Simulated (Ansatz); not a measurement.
Here is an Ansatz input file for HfZn3, space group P6_3/mmc. Write the same calculation for the Python package.

```yaml
crystal:
  lattice:
    - [5.765217, 0.0, 0.0]
    - [-2.882609, 4.992824, 0.0]
    - [0.0, 0.0, 4.338918]
  atoms:
    - { symbol: Hf, position: [0.3333333333333, 0.6666666666667, 0.75] }
    - { symbol: Hf, position: [0.6666666666667, 0.3333333333333, 0.25] }
    - { symbol: Zn, position: [0.158914, 0.317827, 0.25] }
    - { symbol: Zn, position: [0.682173, 0.841086, 0.25] }
    - { symbol: Zn, position: [0.158914, 0.841086, 0.25] }
    - { symbol: Zn, position: [0.841086, 0.682173, 0.75] }
    - { symbol: Zn, position: [0.317827, 0.158914, 0.75] }
    - { symbol: Zn, position: [0.841086, 0.158914, 0.75] }
basis:
  ecutwfc: 600.0
kpoints:
  mp_grid: { grid: [4, 4, 5] }
hamiltonian:
  xc: r2scan
  pseudopotentials: { kind: paw }
scf:
  occupations: { method: fermi_dirac, width: 0.1 }
output:
  write_density: true
  write_potential: true
  volumetric_format: npy
  elf: true
  forces: true
  stress: true
```

Launched from the shell:
```console
$ ansatz run input.yaml --threads 1 --pin off --max-ram 3072MiB --backend cpu --events-out ev --progress --plain --runs-dir out
Warning: the atoms were moved onto the symmetric positions of the space group found under crystal.symmetry.tolerance 1.0e-5 (fractional; no operation is sought that the atoms, as they stand in a round, miss by more than twice it, and no atom is moved by as much as it), and the run uses the moved positions. Before a round's move an operation carried an atom to 5.77e-6 Å from where it should land, [...]
Engine: ansatz 0.2.0, x86_64-unknown-linux-gnu
Pseudopotentials: kind: paw
Pseudopotential: Hf, paw, valence charge 26, recommended cutoff 500 eV (meta_gga), Hf.paw.azcp
Pseudopotential: Zn, paw, valence charge 12, recommended cutoff 500 eV (meta_gga), Zn.paw.azcp
Functional definition: r2SCAN
  parameter k0 = 0.174
  parameter k1 = 0.065
  parameter a1 = 4.9479
  exchange = r2scan_x(k0 = k0, k1 = k1, a1 = a1)
  correlation = r2scan_c
Crystal: 8 atoms, lattice volume = 124.895 Å³
Basis set: ecut = 600 eV, 4181 PW (Γ), exchange–correlation on 192×192×144 points (64 copies of the dense FFT grid, shifted against one another)
Bands: 75, of which v1, the nominal top of the filled ones, is band 62 counted from 1 (61 counted from 0)
Symmetry: 24 space group operations
Space group: P63/mmc (ITA 194), of the structure as read, at distance tolerance 5.0e-5 Å
k-points: 12 of 80
Non-local potential: Hf, projectors of the file, l = 0: 3, l = 1: 2, l = 2: 2, l = 3: 3
Non-local potential: Zn, projectors of the file, l = 0: 2, l = 1: 2, l = 2: 3, l = 3: 1
PAW form: soft (Blöchl's): semilocal exchange-correlation on the pseudo side does not see the compensation charge
PAW frozen core: Hf, regenerated for the run's functional (the file was generated under x = pbe(κ = 0.804, μ = 0.2195149727645171), c = pbe(β = 0.06672455060314922))
PAW frozen core: Zn, regenerated for the run's functional (the file was generated under x = pbe(κ = 0.804, μ = 0.2195149727645171), c = pbe(β = 0.06672455060314922))
PAW one-centre angular grid: Hf, 974 points (default); XC on 160 Gauss nodes
PAW one-centre angular grid: Zn, 590 points (default); XC on 261 of its mesh's 2673 points in the sphere
Initial density: superposition of atomic densities (neutral atoms: chi_scale 0, normalization atom), corrected by the library's trained network
Initial wavefunctions: pseudopotential atomic-orbital guess
Functional: x = r2scan, c = r2scan; τ floored in thin density (d = 2e-4 eV/Å³)
SCF iter   1: F=—  HF=-51422.100538 eV  |F-HF|=—  |Δ(HF+E_count)|=         —  Δρ=2.00e-2  dr2=2.80e-1  dr2_τ=6.16e-2  ethr=1.77e-3  ⟨swp⟩=5.7  Hψ=3342  notcnv=0  defer=6
preconditioner: auto → Kerker (q_TF=auto, 2.725 Å⁻¹)  [metal: Δε(μ)=0.158 eV  Ē_g=14.428 eV  σ=0.100 eV  W_gap=0.37  n_scr=44 (ndim 8)  ℏωp=36.4 eV  f_vac=0.000  D(μ)=2.81/eV (n_scr^D=20)]
SCF iter   2: F=—  HF=-51422.073538 eV  |F-HF|=—  |Δ(HF+E_count)|=   2.70e-2  Δρ=2.96e-3  dr2=1.41e-2  dr2_τ=2.53e-3  ethr=2.26e-4  ⟨swp⟩=2.1  Hψ=1920  notcnv=0  defer=25
SCF iter   3: F=—  HF=-51422.064435 eV  |F-HF|=—  |Δ(HF+E_count)|=   9.10e-3  Δρ=4.09e-3  dr2=1.89e-2  dr2_τ=2.61e-4  ethr=1.14e-5  ⟨swp⟩=2.0  Hψ=1637  notcnv=0  defer=25
SCF iter   4: F=—  HF=-51422.061191 eV  |F-HF|=—  |Δ(HF+E_count)|=   3.24e-3  Δρ=1.10e-3  dr2=1.45e-3  dr2_τ=1.66e-4  ethr=1.14e-5  ⟨swp⟩=2.0  Hψ=1345  notcnv=0  defer=25
SCF iter   5: F=—  HF=-51422.060860 eV  |F-HF|=—  |Δ(HF+E_count)|=   3.31e-4  Δρ=5.33e-4  dr2=4.60e-4  dr2_τ=2.38e-5  ethr=1.17e-6  ⟨swp⟩=2.0  Hψ=1534  notcnv=0  defer=25
SCF iter   6: F=—  HF=-51422.060981 eV  |F-HF|=—  |Δ(HF+E_count)|=   1.21e-4  Δρ=2.75e-4  dr2=1.46e-4  dr2_τ=1.39e-6  ethr=3.71e-7  ⟨swp⟩=2.0  Hψ=1577  notcnv=0  defer=25
SCF iter   7: F=—  HF=-51422.060998 eV  |F-HF|=—  |Δ(HF+E_count)|=   1.74e-5  Δρ=5.70e-5  dr2=8.37e-6  dr2_τ=1.46e-7  ethr=1.17e-7  ⟨swp⟩=2.0  Hψ=1584  notcnv=0  defer=25
SCF iter   8: F=—  HF=-51422.060971 eV  |F-HF|=—  |Δ(HF+E_count)|=   2.77e-5  Δρ=2.07e-5  dr2=1.30e-6  dr2_τ=2.14e-8  ethr=6.75e-9  ⟨swp⟩=2.0  Hψ=1555  notcnv=0  defer=25
SCF iter   9: F=-51422.060971 eV  HF=-51422.060971 eV  |F-HF|=1.06e-8  |Δ(HF+E_count)|=   8.55e-7  Δρ=6.89e-6  dr2=9.84e-8  dr2_τ=1.59e-9  ethr=8.06e-11  ⟨swp⟩=12.9  Hψ=7750  notcnv=0
SCF 1 converged in 9 iterations: F = -51422.060971 eV  dr2 = 9.84e-8
  greatest PAW one-centre occupation: 0.998 electrons in one spin orbital (limit 2), on the Hf atom at site 1 (counted from 0), in its partial waves of l = 3
SCF converged after 9 iterations
Free energy (F): -51422.060971 eV
Harris-Foulkes:  -51422.060971 eV  (|F-HF|=1.06e-8)
Internal energy: -51421.966823 eV  (E = F + TS)
E sigma→0 (E₀):  -51422.013897 eV
Entropy (-TS):   -0.094149 eV (-11.769 meV/atom)
Fermi energy:    15.063632 eV
--- Per-component energies (eV) ---
  E_band       = 356.205121
  E_kinetic    = 1633.756906
  E_local      = -19399.988197  (includes V_loc(G=0)·N_el)
  E_nonlocal   = 1170.995366
  E_hartree    = 8688.351186
  E_xc         = -1318.979158
  E_vxc        = -922.697211  (∫ρ·V_xc dr)
  E_paw        = -24965.156225  (= ΣΔE_a)
  E_vpaw       = 448.543567  (= ΣTr[D̂ρ^β])
  E_aug_tail   = 0.000114  (compensation charges beyond the density's cutoff)
  E_vtau       = 48.901159  (kinetic-family band-sum trace: ∫τ·v_τ [+ j·A + Jᵃ·Aᵃ] dr)
  E_ewald      = -17230.494146
  E_core_change = -0.452669  (= ΣΔE_core)
  E_smearing   = -0.094149  (= −TS)
  E_closure    = -0.000000  (closes the sum)
  Σ components = -51422.060971   (vs F -51422.060971, Δ=0.00e0)
--- Forces (eV/Å), atoms counted from 1 ---
  atom   1  Hf     0.00000000    -0.00000000     0.00000000
  atom   2  Hf     0.00000000     0.00000000     0.00000000
  atom   3  Zn     0.00000000    -0.09485402     0.00000000
  atom   4  Zn     0.08214599     0.04742701     0.00000000
  atom   5  Zn    -0.08214599     0.04742701     0.00000000
  atom   6  Zn    -0.00000000     0.09485402     0.00000000
  atom   7  Zn    -0.08214599    -0.04742701     0.00000000
  atom   8  Zn     0.08214599    -0.04742701     0.00000000
  max |Σ_I F_I| component: 4.16e-17 eV/Å
--- Stress (GPa, compression-positive) ---
        0.879085       0.000000       0.000000
        0.000000       0.879085      -0.000000
        0.000000      -0.000000      -0.813744
  P = ⅓ Tr σ = 0.3148 GPa (3.148 kbar)
--- Band table (eV; the first three rows and the last of 12) ---
  k-point 0: bands = ["-48.8837", "-48.8810", "-16.9963", "-16.9623", "-16.8983", "-16.8983", "-16.8564", "-16.8564", "2.6452", "2.6463", "2.6463", "2.6514", "2.6516", "2.6516", "2.6715", "2.6715", "2.6719", "2.6719", "2.6935", "2.6951", "2.6998", "2.7005", "4.7169", "6.8111", "6.8622", "6.8737", "6.8737", "6.8874", "6.9372", "6.9372", "7.0747", "7.1064", "7.1064", "7.2658", "7.3959", "7.3959", "7.5471", "7.5471", "7.6008", "7.6797", "7.6887", "7.6887", "7.7434", "7.7434", "7.7581", "7.7581", "7.8288", "7.8288", "7.9068", "7.9068", "7.9986", "8.0729", "8.1860", "11.0475", "11.0475", "11.3010", "11.3099", "12.1678", "12.1678", "13.5020", "15.5784", "15.5784", "15.8257", "15.8325", "15.8325", "17.3766", "17.3766", "17.7383", "18.9123", "18.9123", "20.4091", "21.4312", "21.4312", "21.9235", "21.9235"]
  k-point 1: bands = ["-48.8834", "-48.8812", "-16.9997", "-16.9723", "-16.8936", "-16.8936", "-16.8597", "-16.8597", "2.6437", "2.6475", "2.6475", "2.6488", "2.6517", "2.6517", "2.6712", "2.6712", "2.6715", "2.6715", "2.6940", "2.6960", "2.6997", "2.6998", "5.1059", "6.7755", "6.7952", "6.7952", "6.8508", "6.8997", "6.9376", "6.9376", "7.2280", "7.2637", "7.2637", "7.3005", "7.3005", "7.3424", "7.3618", "7.6145", "7.6145", "7.6360", "7.6360", "7.7130", "7.7130", "7.7149", "7.7149", "7.7442", "7.8041", "7.8041", "7.9976", "8.0644", "8.0644", "8.0668", "8.0937", "10.5907", "11.2514", "11.2514", "11.8457", "12.2868", "12.2868", "12.7640", "14.8534", "14.8534", "14.9901", "14.9901", "17.5066", "17.6273", "17.6273", "17.8404", "19.2065", "19.2065", "19.5618", "21.2795", "21.3101", "21.3101", "21.9023"]
  k-point 2: bands = ["-48.8826", "-48.8818", "-17.0019", "-16.9915", "-16.8821", "-16.8821", "-16.8691", "-16.8691", "2.6420", "2.6439", "2.6499", "2.6499", "2.6514", "2.6514", "2.6708", "2.6708", "2.6709", "2.6709", "2.6956", "2.6978", "2.6979", "2.6992", "6.1457", "6.7342", "6.7992", "6.7992", "6.8954", "6.9165", "6.9972", "6.9972", "7.1177", "7.1177", "7.1701", "7.2487", "7.2487", "7.3156", "7.5514", "7.5650", "7.5650", "7.5808", "7.5808", "7.7546", "7.7758", "7.7758", "7.8217", "7.8217", "7.8279", "7.9386", "7.9386", "8.0338", "8.0510", "8.0947", "8.0947", "8.5908", "11.8882", "11.8882", "12.4838", "12.4838", "13.1267", "13.5427", "13.7119", "13.7119", "13.8358", "13.8358", "17.0150", "17.4724", "18.1804", "18.1804", "18.8908", "18.8908", "19.0356", "19.0996", "21.5586", "21.5586", "22.1120"]
  k-point 11: bands = ["-48.8823", "-48.8820", "-17.0028", "-16.9993", "-16.8857", "-16.8755", "-16.8704", "-16.8687", "2.6418", "2.6424", "2.6487", "2.6500", "2.6506", "2.6509", "2.6688", "2.6693", "2.6701", "2.6719", "2.6942", "2.6948", "2.6980", "2.6984", "6.7867", "6.9183", "6.9336", "6.9896", "7.0759", "7.1127", "7.1734", "7.1817", "7.2387", "7.2602", "7.3191", "7.3433", "7.3749", "7.4033", "7.4490", "7.5069", "7.5353", "7.5645", "7.5842", "7.6434", "7.6874", "7.6899", "7.7387", "7.7645", "7.7752", "7.7830", "7.8620", "7.8652", "8.0013", "8.0562", "8.1452", "9.3249", "9.3820", "10.0267", "10.8529", "11.3494", "13.4310", "13.5482", "14.2454", "14.3628", "16.2160", "16.2755", "16.9580", "16.9860", "17.2949", "17.9148", "19.1895", "19.4779", "19.7837", "20.1764", "20.9742", "21.9031", "22.1044"]
```

Script `scf.py`:
```python
from pathlib import Path
import sys
import warnings

import ansatz
import numpy as np

warnings.simplefilter('ignore', ansatz.DeckWarning)

xtal = (
    ansatz.Lattice.of((5.765217, 0.0, 0.0), (-2.882609, 4.992824, 0.0), (0.0, 0.0, 4.338918))
    .atom('Hf', (1 / 3, 2 / 3, 0.75))
    .atom('Hf', (2 / 3, 1 / 3, 0.25))
    .atom('Zn', (0.158914, 0.317827, 0.25))
    .atom('Zn', (0.682173, 0.841086, 0.25))
    .atom('Zn', (0.158914, 0.841086, 0.25))
    .atom('Zn', (0.841086, 0.682173, 0.75))
    .atom('Zn', (0.317827, 0.158914, 0.75))
    .atom('Zn', (0.841086, 0.158914, 0.75))
)

calc = (
    xtal.calculation()
    .kpoints(4, 4, 5)
    .functional(ansatz.Functional.R2SCAN)
    .occupations(ansatz.OccupationsMethod.FERMI_DIRAC, width=0.1)
    .basis(600)
    .pseudopotentials('paw')
    .forces()
    .density()
    .stress()
    .potential()
    .electron_localization_function()
    .output_files(volumetric_format='npy')
)
try:
    done = calc.run()
except ansatz.NonConvergedError as error:
    sys.exit(f'no convergence: {error}')
except ansatz.RefusalError as error:
    sys.exit(f'input refused: {error}')
r = done.report

for key in ('converged', 'n_iterations', 'n_electrons', 'n_kpoints', 'n_pw', 'n_symmetry_ops', 'free_energy_ev', 'fermi_energy_ev'):
    print(f'{key:18s} {r[key]}')

forces = np.array(r['forces_ev_ang'])
norms = np.linalg.norm(forces, axis=1)
print('largest force {:.4f} eV/A on atom {}'.format(norms.max(), norms.argmax()))
print(np.array2string(forces, precision=4, suppress_small=True))

rho = done.density()
total = sum(ch.density_e_per_ang3 for ch in rho.channels[:2]) if len(rho.channels) < 3 else rho.channels[0].density_e_per_ang3
print('grid', rho.dims, 'electrons', round(float(total.mean() * rho.cell_volume_ang3), 4))
print(f'density range {total.min():.4f} to {total.max():.4f} e/A^3')
print(np.array2string(total[:: max(rho.dims[0] // 8, 1), :: max(rho.dims[1] // 8, 1), 0], precision=3, suppress_small=True))

sigma = r['stress_gpa']
voigt = [sigma[0][0], sigma[1][1], sigma[2][2], sigma[1][2], sigma[0][2], sigma[0][1]]
print('stress xx yy zz yz xz xy (GPa):', ' '.join(f'{s:.3f}' for s in voigt))
print('P =', round(10 * float(np.mean(voigt[:3])), 2), 'kbar')

folder = Path(done.write_results('fields'))
for name in sorted(p.name for p in folder.glob('*.npy')):
    field = np.load(folder / name)
    print(f'{name:16s} {str(field.shape):16s} min {field.min():10.4f}  mean {field.mean():10.4f}  max {field.max():10.4f}')

terms = r['components']
print({name: round(terms[name], 3) for name in ('e_kinetic', 'e_hartree', 'e_xc', 'e_local', 'e_nonlocal')})
```

```console
$ python scf.py
converged          True
n_iterations       9
n_electrons        124.0
n_kpoints          12
n_pw               4181
n_symmetry_ops     24
free_energy_ev     -51422.06097141949
fermi_energy_ev    15.063632483030352
largest force 0.0949 eV/A on atom 5
[[ 0.     -0.      0.    ]
 [-0.      0.      0.    ]
 [ 0.     -0.0949  0.    ]
 [ 0.0821  0.0474  0.    ]
 [-0.0821  0.0474  0.    ]
 [-0.      0.0949  0.    ]
 [-0.0821 -0.0474  0.    ]
 [ 0.0821 -0.0474  0.    ]]
grid (48, 48, 36) electrons 124.0
density range 0.1047 to 43.7622 e/A^3
[[0.105 0.164 0.249 0.191 0.144 0.191 0.249 0.164]
 [0.164 0.164 0.265 0.265 0.174 0.174 0.265 0.265]
 [0.249 0.265 0.249 0.265 0.232 0.292 0.232 0.265]
 [0.191 0.265 0.265 0.191 0.174 0.292 0.292 0.174]
 [0.144 0.174 0.232 0.174 0.144 0.174 0.232 0.174]
 [0.191 0.174 0.292 0.292 0.174 0.191 0.265 0.265]
 [0.249 0.265 0.232 0.292 0.232 0.265 0.249 0.265]
 [0.164 0.265 0.265 0.174 0.174 0.265 0.265 0.164]]
stress xx yy zz yz xz xy (GPa): 0.879 0.879 -0.814 -0.000 0.000 0.000
P = 3.15 kbar
elf.npy          (48, 48, 36)     min     0.0000  mean     0.2827  max     0.8444
rho.npy          (48, 48, 36)     min     0.1047  mean     0.9928  max    43.7622
v_es.npy         (48, 48, 36)     min   -34.8720  mean     7.7482  max    17.9222
v_tot.npy        (48, 48, 36)     min   -70.9408  mean    -4.8137  max     9.3106
{'e_kinetic': 1633.757, 'e_hartree': 8688.351, 'e_xc': -1318.979, 'e_local': -19399.988, 'e_nonlocal': 1170.995}
```

Notes:
- Total energies depend on the potentials; only differences at equal settings carry meaning. A total without «per atom» is that of the cell as typed.
- No spin polarisation was allowed.
- The energy terms are those on the plane-wave grid, with the one-centre PAW part apart; the terms shown are only some of the summands, so they needn't add up to F.
- The mesh is modest for a metal, so energies can be off by several to tens of meV an atom and pressures by half a GPa or more; differences at equal mesh fare better.
- Only differences from the Fermi energy are physical; the zero of the scale is a convention.
- Spin-orbit coupling, which matters for elements this heavy, is left out.
- The fields are valence quantities on the plane-wave grid; their values near the nuclei depend on the potentials.
- The structure comes from a database of computed cells and needn't be a stable or known phase.

(Lines on the test bed's own set-up are left out of the output.)
